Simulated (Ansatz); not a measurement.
# TiO+ (doublet): wave-function methods side by side, def2-QZVPP

The task here is to estimate one member of a computed series from the others.

Program: Ansatz 0.2.0, Gaussian basis. Level of theory: def2-QZVPP, core rule «outside noble gas», up to 10 orbitals frozen. These are calculated values, not measurements.

To be run: UHF; ROHF; CCSD(T) on UHF.

2 further runs of the same task are left out: 2 set aside as unsound or not needed.

**The geometry**

The geometry is a PBE0/def2-TZVP stationary point (not a proven minimum) of the parent state, kept for this charge and spin.

2 atoms, charge 1, spin multiplicity 2.

Atoms are counted from 1 here; the program's logs count them from 0.

Bond lengths: Ti1–O2 1.581 Å.

The first run:

Contents of in.yaml:

```yaml
crystal:
  periodic: [false, false, false]
  atoms:
    - {symbol: Ti, position_ang: [0.000000, 0.000000, 0.000000]}
    - {symbol: O, position_ang: [0.000000, 0.000000, 1.581349]}
basis:
  gaussian: {orbitals: "def2-QZVPP.json"}
total_charge: 1
magnetization: {spin_polarized: true, initial_magnetization: 1}
hamiltonian: {xc: hf}
output: {orbitals: {seedname: orbitals}}
```

On the command line:

```console
$ ansatz run in.yaml --threads 1 --pin off --events-out ev --progress --plain --max-ram 3968MiB --backend cpu
```

Among the steps run: UHF; ROHF; CCSD(T) on UHF.

One of the session's tables, all rows but one given; the rest of the session is left out.

```
  method  from UCCSD(T) (kJ/mol)
    ROHF                 +1004.1
     UHF                       ?
    UMP2                   +67.7
   UCCSD                   +70.9
UCCSD(T)                       0
```

Estimate the missing values for UHF.

The run gave: from UCCSD(T) (kJ/mol): +987.3. In the column «from UCCSD(T) (kJ/mol)» it lies between UCCSD (+70.9) and ROHF (+1004.1).
